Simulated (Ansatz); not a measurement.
# KNb8AuS2: a short molecular-dynamics run

What does KNb8AuS2 do over 20 steps of 1 fs under a Nosé-Hoover thermostat at 1200 K? The cell is a randomly packed cell of 12 atoms, taken as it stands, without a relaxation.

All numbers below are computed with Ansatz 0.2.0 (DFT PBE, plane waves, PAW, scalar-relativistic, no spin polarisation).

### 1 Starting point

The cell holds 12 atoms (AuKNb8S2): a = 7.875 Å, b = 6.220 Å, c = 5.679 Å, α = 75.11°, β = 69.41°, γ = 94.07°.

Coordinates:

```xyz
12
Lattice="6.1643 -0.5643 4.8674 -0.5105 6.1650 0.6462 -1.6298 0.7725 5.3846" Properties=species:S:1:pos:R:3 pbc="T T T"
K     0.5154    2.3378    1.0757
Nb    3.0880    2.5748    2.9431
Nb    2.7081    6.0039    5.7973
Nb    3.7586    3.2618    6.3129
Nb    0.1527    4.4194    3.3064
Nb    3.6793    5.0575    8.6179
Nb    3.6720    1.5903    8.7366
S     5.0143    5.5173    6.6024
S     1.5858    0.5286    3.1828
Nb    1.4583    2.0815    5.1825
Nb   -0.7652    6.0587    5.9395
Au    1.2066    6.0927    8.4913
```

### 2 Dynamics

The input, input.yaml:

```yaml
crystal:
  lattice:
    - [6.164259, -0.564288, 4.867406]
    - [-0.510533, 6.165018, 0.646238]
    - [-1.629753, 0.772452, 5.384605]
  atoms:
    - { symbol: K, position: [0.126026, 0.385784, 0.039558] }
    - { symbol: Nb, position: [0.540202, 0.46682, 0.002227] }
    - { symbol: Nb, position: [0.62481, 0.981688, 0.394036] }
    - { symbol: Nb, position: [0.764863, 0.547047, 0.41535] }
    - { symbol: Nb, position: [0.179358, 0.686976, 0.369472] }
    - { symbol: Nb, position: [0.856555, 0.807381, 0.729286] }
    - { symbol: Nb, position: [0.836469, 0.22941, 0.838861] }
    - { symbol: S, position: [0.957425, 0.951696, 0.246473] }
    - { symbol: S, position: [0.337144, 0.081957, 0.276504] }
    - { symbol: Nb, position: [0.408908, 0.305367, 0.556185] }
    - { symbol: Nb, position: [0.172021, 0.893202, 0.840354] }
    - { symbol: Au, position: [0.532155, 0.913391, 0.986299] }
kpoints:
  mp_grid: { grid: [2, 3, 3] }
magnetization:
  spin_polarized: false
scf:
  occupations: { method: cold, width: 0.15 }
hamiltonian:
  pseudopotentials: { kind: paw }
  xc: pbe
basis:
  ecutwfc: 420
md:
  timestep: 1.0
  n_steps: 20
  ensemble: nvt_nose_hoover
  temperature: 1200.0
  initial_velocities: maxwell_boltzmann
  seed: 19035
```

Command:

```bash
> ansatz run input.yaml --threads 2 --pin off --max-ram 2560MiB --backend cpu --events-out ev --progress --plain --runs-dir out
```

What it wrote (excerpt; [...] marks lines left out):

```text
Warning: md: disabling space-group detection — thermal motion breaks the input geometry's symmetry, so no spatial operation reduces the k-mesh or symmetrises the density; time reversal is kept, so that k and −k are solved as one point where they differ and the mesh holds both, and exact [...]
Warning: RAYON_NUM_THREADS=2 ignored (pool sized by the plan → 2); use --threads N
[...]
Pseudopotentials: kind: paw
Pseudopotential: K, paw, valence charge 9, recommended cutoff 420 eV (normal), K.paw.azcp
Pseudopotential: Nb, paw, valence charge 13, recommended cutoff 420 eV (normal), Nb.paw.azcp
Pseudopotential: S, paw, valence charge 6, recommended cutoff 420 eV (normal), S.paw.azcp
Pseudopotential: Au, paw, valence charge 19, recommended cutoff 420 eV (normal), Au.paw.azcp
Functional definition: PBE
[...]
Crystal: 12 atoms, lattice volume = 247.581 Å³
Basis set: ecut = 420 eV, 4847 PW (Γ), exchange–correlation on 108×90×80 points (8 copies of the dense FFT grid, shifted against one another)
Bands: 87, of which v1, the nominal top of the filled ones, is band 72 counted from 1 (71 counted from 0)
Symmetry: 1 space group operations
k-points: 10 of 18 (time reversal used)
[...]
SCF iter   1: F=—  HF=-52903.640537 eV  |F-HF|=—  |Δ(HF+E_count)|=         —  Δρ=8.63e-3  dr2=4.45e-1  ethr=1.77e-3  ⟨swp⟩=5.0  Hψ=2965  notcnv=0
[...]
md step     0: t =     0.00 fs  T =  1200.0 K  F+E_penalty+E_count = -52903.60628674 eV  E_kin = 1.706232 eV  conserved = -52901.90005476 eV  (9 SCF iters)
[...]
md step     2: t =     2.00 fs  T =  1176.5 K  F+E_penalty+E_count = -52903.57291664 eV  E_kin = 1.672864 eV  conserved = -52901.90005661 eV  (7 SCF iters)
[...]
md step     4: t =     4.00 fs  T =  1155.3 K  F+E_penalty+E_count = -52903.54275029 eV  E_kin = 1.642724 eV  conserved = -52901.90006016 eV  (7 SCF iters)
[...]
md step     6: t =     6.00 fs  T =  1136.3 K  F+E_penalty+E_count = -52903.51555819 eV  E_kin = 1.615606 eV  conserved = -52901.90006409 eV  (3 SCF iters)
[...]
md step     7: t =     7.00 fs  T =  1127.5 K  F+E_penalty+E_count = -52903.50299909 eV  E_kin = 1.603108 eV  conserved = -52901.90006584 eV  (2 SCF iters)
[...]
md step     8: t =     8.00 fs  T =  1119.2 K  F+E_penalty+E_count = -52903.49109625 eV  E_kin = 1.591285 eV  conserved = -52901.90006700 eV  (2 SCF iters)
[...]
SCF iter   3: F=-52903.479832 eV  HF=-52903.479832 eV  |F-HF|=3.86e-10  |Δ(HF+E_count)|=  4.22e-10  S|Δr|=    0.00e0  Δρ=4.15e-7  dr2=8.91e-10  ethr=8.33e-12  ⟨swp⟩=4.0  Hψ=2523  notcnv=0
[...]
```

### 3 The output, continued

Output, continued (excerpt; [...] marks lines left out):

```text
md step     9: t =     9.00 fs  T =  1111.3 K  F+E_penalty+E_count = -52903.47983211 eV  E_kin = 1.580123 eV  conserved = -52901.90006749 eV  (3 SCF iters)
[...]
md step    12: t =    12.00 fs  T =  1090.5 K  F+E_penalty+E_count = -52903.44984239 eV  E_kin = 1.550586 eV  conserved = -52901.90006456 eV  (2 SCF iters)
[...]
md step    15: t =    15.00 fs  T =  1074.2 K  F+E_penalty+E_count = -52903.42596158 eV  E_kin = 1.527410 eV  conserved = -52901.90005598 eV  (3 SCF iters)
[...]
md step    18: t =    18.00 fs  T =  1063.3 K  F+E_penalty+E_count = -52903.40942675 eV  E_kin = 1.511865 eV  conserved = -52901.90004340 eV  (2 SCF iters)
[...]
md step    19: t =    19.00 fs  T =  1061.1 K  F+E_penalty+E_count = -52903.40585924 eV  E_kin = 1.508695 eV  conserved = -52901.90003878 eV  (2 SCF iters)
[...]
Free energy (F): -52903.403392 eV
[...]
E sigma→0 (E₀):  -52903.401752 eV
Entropy (-TS):   -0.004919 eV (-0.410 meV/atom)
Fermi energy:    13.797944 eV
[...]
--- Forces (eV/Å), atoms counted from 1 ---
  atom   1  K      0.34473502    -0.91745497    -0.01825380
  atom   2  Nb     0.88400341    -0.41601435    -0.20455171
  atom   3  Nb    -0.32618767    -0.33847647     0.22464059
  atom   4  Nb    -0.25820677     0.42560180     0.05286218
  atom   5  Nb    -0.34256456     0.74954510     0.91494323
  atom   6  Nb    -0.22984116    -0.88577073     1.02723594
  atom   7  Nb     0.85746744     1.03310868    -0.34965670
  atom   8  S     -0.11893404    -0.74106672    -1.73695285
[...]
--- Band table (eV; the first three rows and the last of 10) ---
[...]
--- MD trajectory: 20 steps, t = 0.0 → 20.0 fs ---
  final state: T = 1059.6 K   F+E_penalty+E_count = -52903.40339155 eV   E_kin = 1.506660 eV
  conserved energy: peak-to-peak 3.354e-5 eV (2.795e-6 eV/atom) over 20.0 fs
```

Wall time 2.4 min (2 threads of Arm Neoverse V1, shared host); peak memory 0.73 GiB.

### 4 Frames and traces

One step in 2; energies are changes from step 0; msd is the mean square displacement from the start, the centre of mass held:

| time (fs) | T (K) | potential energy change (meV/atom) | conserved energy change (meV/atom) | msd K (Å²) | msd S (Å²) | msd Nb (Å²) | msd Au (Å²) |
| --- | --- | --- | --- | --- | --- | --- | --- |
| 0.0 | 1200 | 0.0 | 0.00 | 0.000 | 0.000 | 0.000 | 0.000 |
| 2.0 | 1177 | 2.8 | 0.00 | 0.001 | 0.001 | 0.000 | 0.000 |
| 4.0 | 1155 | 5.3 | 0.00 | 0.003 | 0.002 | 0.000 | 0.000 |
| 6.0 | 1136 | 7.6 | 0.00 | 0.007 | 0.005 | 0.001 | 0.000 |
| 8.0 | 1119 | 9.6 | 0.00 | 0.012 | 0.008 | 0.001 | 0.000 |
| 10.0 | 1104 | 11.4 | 0.00 | 0.018 | 0.012 | 0.002 | 0.000 |
| 12.0 | 1091 | 13.0 | 0.00 | 0.026 | 0.016 | 0.003 | 0.000 |
| 14.0 | 1079 | 14.4 | 0.00 | 0.036 | 0.021 | 0.004 | 0.000 |
| 16.0 | 1070 | 15.6 | 0.00 | 0.046 | 0.025 | 0.006 | 0.000 |
| 18.0 | 1063 | 16.4 | 0.00 | 0.058 | 0.029 | 0.007 | 0.000 |
| 20.0 | 1060 | 16.9 | 0.00 | 0.070 | 0.033 | 0.009 | 0.000 |

time (fs), T (K) and a bar:
```
      0.0       1200 ##############################
      1.0       1188 ###########################
      2.0       1177 #########################
      3.0       1166 #######################
      4.0       1155 ####################
      5.0       1146 ##################
      6.0       1136 ################
      7.0       1127 ##############
      8.0       1119 #############
      9.0       1111 ###########
     10.0       1104 #########
     11.0       1097 ########
     12.0       1091 #######
     13.0       1085 #####
     14.0       1079 ####
     15.0       1074 ###
     16.0       1070 ##
     17.0       1066 #
     18.0       1063 #
     19.0       1061 
     20.0       1060
```

### 5 Frames from the trajectory

Extended XYZ, with forces in eV/Å:

```xyz
12
Lattice="6.164 -0.564 4.867 -0.511 6.165 0.646 -1.630 0.772 5.385" Properties=species:S:1:pos:R:3:forces:R:3 pbc="T T T" time_fs=2.0 T=1177 dE=0.0334
K     0.501    2.360    1.078   -0.149    0.201    0.228
Nb    3.088    2.568    2.948    0.613   -0.974    0.204
Nb    2.706    6.013    5.793   -1.032    0.158    0.393
Nb    3.760    3.260    6.301    0.058    0.002   -0.046
Nb    0.148    4.421    3.311   -0.875    0.724    0.719
Nb    3.682    5.049    8.620    0.553   -0.873    0.276
Nb    3.672    1.588    8.736    1.106    1.286   -0.234
S     5.014    5.523    6.622   -0.382   -1.332   -0.744
S     1.582    0.541    3.157   -1.040    0.278    1.854
Nb    1.468    2.071    5.184    0.163    0.303    0.054
Nb   -0.766    6.058    5.942    0.634    0.895   -0.874
Au    1.207    6.094    8.492    0.353   -0.669   -1.830
12
Lattice="6.164 -0.564 4.867 -0.511 6.165 0.646 -1.630 0.772 5.385" Properties=species:S:1:pos:R:3:forces:R:3 pbc="T T T" time_fs=5.0 T=1146 dE=0.0775
K     0.478    2.394    1.081   -0.074    0.034    0.159
Nb    3.090    2.558    2.955    0.664   -0.879    0.140
Nb    2.702    6.028    5.787   -0.947    0.106    0.358
Nb    3.762    3.258    6.284    0.024    0.108   -0.012
Nb    0.139    4.424    3.318   -0.794    0.751    0.733
Nb    3.687    5.036    8.622    0.443   -0.900    0.400
Nb    3.673    1.585    8.736    1.078    1.265   -0.225
S     5.014    5.530    6.651   -0.341   -1.274   -0.944
S     1.575    0.561    3.123   -0.919    0.159    1.912
Nb    1.482    2.056    5.186    0.019    0.336    0.128
Nb   -0.768    6.058    5.945    0.534    1.034   -0.863
Au    1.209    6.095    8.493    0.313   -0.738   -1.785
12
Lattice="6.164 -0.564 4.867 -0.511 6.165 0.646 -1.630 0.772 5.385" Properties=species:S:1:pos:R:3:forces:R:3 pbc="T T T" time_fs=8.0 T=1119 dE=0.1152
K     0.455    2.428    1.085    0.003   -0.151    0.099
Nb    3.091    2.547    2.963    0.719   -0.783    0.074
Nb    2.697    6.042    5.782   -0.846    0.044    0.325
Nb    3.765    3.255    6.266   -0.021    0.196    0.016
Nb    0.130    4.428    3.325   -0.709    0.772    0.756
Nb    3.692    5.022    8.626    0.316   -0.925    0.536
Nb    3.675    1.583    8.735    1.042    1.236   -0.227
S     5.012    5.533    6.677   -0.290   -1.188   -1.141
S     1.565    0.580    3.094   -0.781    0.021    1.935
Nb    1.497    2.041    5.189   -0.135    0.390    0.214
Nb   -0.769    6.059    5.947    0.443    1.160   -0.857
Au    1.210    6.096    8.493    0.258   -0.772   -1.727
12
Lattice="6.164 -0.564 4.867 -0.511 6.165 0.646 -1.630 0.772 5.385" Properties=species:S:1:pos:R:3:forces:R:3 pbc="T T T" time_fs=10.0 T=1104 dE=0.1371
K     0.440    2.450    1.087    0.055   -0.279    0.065
Nb    3.093    2.539    2.968    0.756   -0.719    0.029
Nb    2.693    6.052    5.778   -0.772   -0.004    0.305
Nb    3.766    3.254    6.254   -0.056    0.247    0.029
Nb    0.124    4.431    3.331   -0.650    0.780    0.776
Nb    3.696    5.013    8.628    0.225   -0.937    0.630
Nb    3.677    1.583    8.735    1.015    1.212   -0.236
S     5.010    5.533    6.692   -0.252   -1.119   -1.267
S     1.557    0.594    3.077   -0.685   -0.075    1.932
Nb    1.506    2.032    5.191   -0.243    0.438    0.277
Nb   -0.769    6.060    5.948    0.390    1.236   -0.857
Au    1.211    6.097    8.493    0.216   -0.779   -1.684
12
Lattice="6.164 -0.564 4.867 -0.511 6.165 0.646 -1.630 0.772 5.385" Properties=species:S:1:pos:R:3:forces:R:3 pbc="T T T" time_fs=12.0 T=1091 dE=0.1564
K     0.425    2.472    1.090    0.110   -0.411    0.037
Nb    3.095    2.531    2.973    0.790   -0.656   -0.017
Nb    2.689    6.062    5.775   -0.692   -0.057    0.287
Nb    3.768    3.252    6.243   -0.094    0.292    0.039
Nb    0.117    4.435    3.337   -0.589    0.783    0.800
Nb    3.700    5.003    8.631    0.131   -0.943    0.724
Nb    3.679    1.583    8.734    0.987    1.184   -0.250
S     5.008    5.531    6.706   -0.216   -1.045   -1.386
S     1.549    0.607    3.063   -0.590   -0.172    1.918
Nb    1.516    2.022    5.193   -0.352    0.497    0.346
Nb   -0.769    6.062    5.949    0.342    1.304   -0.860
Au    1.212    6.097    8.492    0.175   -0.776   -1.637
12
Lattice="6.164 -0.564 4.867 -0.511 6.165 0.646 -1.630 0.772 5.385" Properties=species:S:1:pos:R:3:forces:R:3 pbc="T T T" time_fs=15.0 T=1074 dE=0.1803
K     0.403    2.505    1.094    0.195   -0.607    0.006
Nb    3.098    2.519    2.981    0.835   -0.563   -0.087
Nb    2.682    6.076    5.770   -0.563   -0.149    0.261
Nb    3.770    3.251    6.225   -0.155    0.350    0.048
Nb    0.107    4.440    3.346   -0.497    0.778    0.841
Nb    3.705    4.987    8.635   -0.011   -0.938    0.856
Nb    3.683    1.584    8.733    0.940    1.134   -0.280
S     5.005    5.527    6.724   -0.167   -0.928   -1.544
S     1.534    0.626    3.046   -0.454   -0.316    1.878
Nb    1.529    2.009    5.196   -0.518    0.605    0.455
Nb   -0.769    6.066    5.949    0.280    1.390   -0.869
Au    1.214    6.098    8.491    0.115   -0.756   -1.564
12
Lattice="6.164 -0.564 4.867 -0.511 6.165 0.646 -1.630 0.772 5.385" Properties=species:S:1:pos:R:3:forces:R:3 pbc="T T T" time_fs=18.0 T=1063 dE=0.1969
K     0.381    2.536    1.098    0.284   -0.797   -0.013
Nb    3.102    2.505    2.988    0.869   -0.474   -0.157
Nb    2.675    6.090    5.765   -0.424   -0.257    0.239
Nb    3.772    3.249    6.208   -0.217    0.398    0.052
Nb    0.096    4.447    3.356   -0.404    0.764    0.885
Nb    3.711    4.970    8.641   -0.146   -0.914    0.969
Nb    3.688    1.586    8.732    0.891    1.076   -0.320
S     5.001    5.520    6.738   -0.132   -0.813   -1.672
S     1.519    0.645    3.034   -0.330   -0.451    1.819
Nb    1.543    1.995    5.199   -0.683    0.738    0.572
Nb   -0.769    6.070    5.948    0.231    1.454   -0.884
Au    1.215    6.098    8.488    0.063   -0.724   -1.489
12
Lattice="6.164 -0.564 4.867 -0.511 6.165 0.646 -1.630 0.772 5.385" Properties=species:S:1:pos:R:3:forces:R:3 pbc="T T T" time_fs=20.0 T=1060 dE=0.2029
K     0.366    2.556    1.101    0.345   -0.917   -0.018
Nb    3.106    2.496    2.993    0.884   -0.416   -0.205
Nb    2.670    6.100    5.763   -0.326   -0.338    0.225
Nb    3.774    3.248    6.196   -0.258    0.426    0.053
Nb    0.088    4.451    3.364   -0.343    0.750    0.915
Nb    3.715    4.958    8.645   -0.230   -0.886    1.027
Nb    3.692    1.588    8.731    0.857    1.033   -0.350
S     4.999    5.514    6.745   -0.119   -0.741   -1.737
S     1.508    0.656    3.029   -0.255   -0.536    1.772
Nb    1.551    1.987    5.202   -0.792    0.840    0.651
Nb   -0.769    6.074    5.948    0.204    1.485   -0.895
Au    1.216    6.097    8.486    0.033   -0.698   -1.438
```

### 6 Outcome

```
                              quantity                                    value
                                length                         20 steps of 1 fs
      temperature, first and last step                          1200 and 1060 K
              temperature, second half         mean 1077 K, from 1060 to 1104 K
         potential energy, second half              +15 meV/atom from the start
largest change of the conserved energy                            0.00 meV/atom
 mean square displacement, second half  K 0.042, S 0.023, Nb 0.005, Au 0.000 Å²
```

In words: Against a set 1200 K the second half averages 1077 K with a spread of 14 K (in equilibrium 12 atoms would scatter by about 295 K, over a far longer run). The conserved energy strays from its start by at most 0.00 meV/atom, under 0.1 % of the mean kinetic energy, so a step of 1 fs is short enough over this time. Over the second half K atoms stand 0.2 Å (root mean square) from where they began, and the farthest move is 0.3 Å. A run of 20 fs with 12 atoms shows the motion but fixes no equilibrium value.
